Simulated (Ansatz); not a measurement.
# C4H4O3: basis-set convergence

An exercise on one series of results from a longer session: the logs are not shown, and one member is left open.

The runs use Ansatz 0.2.0, Gaussian basis; one geometry, several basis sets.

Levels to be run: PBE0-D4/def2-SVP; ωB97M-V/def2-SVP; PBE0-D4/def2-QZVPP; ωB97M-V/def2-QZVPP; the functionals' def2-TZVPP values are taken from earlier runs.

## Structure used throughout

The geometry comes from an earlier relaxation with PBE0-D4 in a triple-zeta def2 set; it is a stationary point, not always the lowest conformer.

11 atoms, charge 0, spin multiplicity 1.

Atoms are counted from 1 here; the program's logs count them from 0.

Bond lengths: C1–C2 1.195 Å, C1–H8 1.063 Å, C2–O3 1.305 Å, O3–C4 1.374 Å, C4–O5 1.188 Å, C4–O6 1.316 Å, O6–C7 1.429 Å, C7–H9 1.087 Å, C7–H10 1.090 Å, C7–H11 1.090 Å. Angles: C2–C1–H8 179.0°, C1–C2–O3 175.7°, C2–O3–C4 117.0°, O3–C4–O5 125.3°, O3–C4–O6 106.1°, O5–C4–O6 128.7°, C4–O6–C7 114.3°, O6–C7–H9 105.5°, O6–C7–H10 110.3°, O6–C7–H11 110.3°, H9–C7–H10 110.6°, H9–C7–H11 110.6°, H10–C7–H11 109.4°.

Set-up of the first run:

in.yaml reads:

```yaml
crystal:
  periodic: [false, false, false]
  atoms:
    - {symbol: C, position_ang: [-1.514779, -2.072111, 2.216956]}
    - {symbol: C, position_ang: [-1.007637, -1.662924, 1.215778]}
    - {symbol: O, position_ang: [-0.469488, -1.305198, 0.082362]}
    - {symbol: C, position_ang: [0.003153, -0.018408, -0.004482]}
    - {symbol: O, position_ang: [-0.040467, 0.788722, 0.866503]}
    - {symbol: O, position_ang: [0.493089, 0.108418, -1.219345]}
    - {symbol: C, position_ang: [1.038840, 1.397960, -1.502124]}
    - {symbol: H, position_ang: [-1.963328, -2.420369, 3.115330]}
    - {symbol: H, position_ang: [1.398947, 1.342298, -2.525961]}
    - {symbol: H, position_ang: [0.269033, 2.163918, -1.406534]}
    - {symbol: H, position_ang: [1.857941, 1.620592, -0.818083]}
basis:
  gaussian: {orbitals: def2-SVP}
hamiltonian: {xc: pbe0, dispersion: d4}
output: {orbitals: {seedname: orbitals}}
```

Run with:

```bash
ansatz run in.yaml --threads 4 --pin off --events-out ev --progress --plain --max-ram 10444MiB
```

Steps of the session up to this table: PBE0-D4 in def2-SVP; ωB97M-V in def2-SVP; PBE0-D4 in def2-QZVPP; ωB97M-V in def2-QZVPP.

One table of the session follows, with a row left open; its other results are not shown here.

It belongs to the step «Density functionals: the series». 

| functional | basis | HOMO (eV) | LUMO (eV) |
| --- | --- | --- | --- |
| PBE0-D4 | def2-SVP | -7.62 | 0.37 |
| PBE0-D4 | def2-TZVPP | -7.70 | 0.24 |
| PBE0-D4 | def2-QZVPP | -7.72 | 0.19 |
| ωB97M-V | def2-SVP | ? | ? |
| ωB97M-V | def2-TZVPP | -9.96 | 2.55 |
| ωB97M-V | def2-QZVPP | -9.98 | 1.77 |

Estimate the missing values for ωB97M-V, def2-SVP.

As computed: HOMO (eV): -9.87; LUMO (eV): 2.75. In the column «HOMO (eV)» it lies between ωB97M-V, def2-TZVPP (-9.96) and PBE0-D4, def2-QZVPP (-7.72).
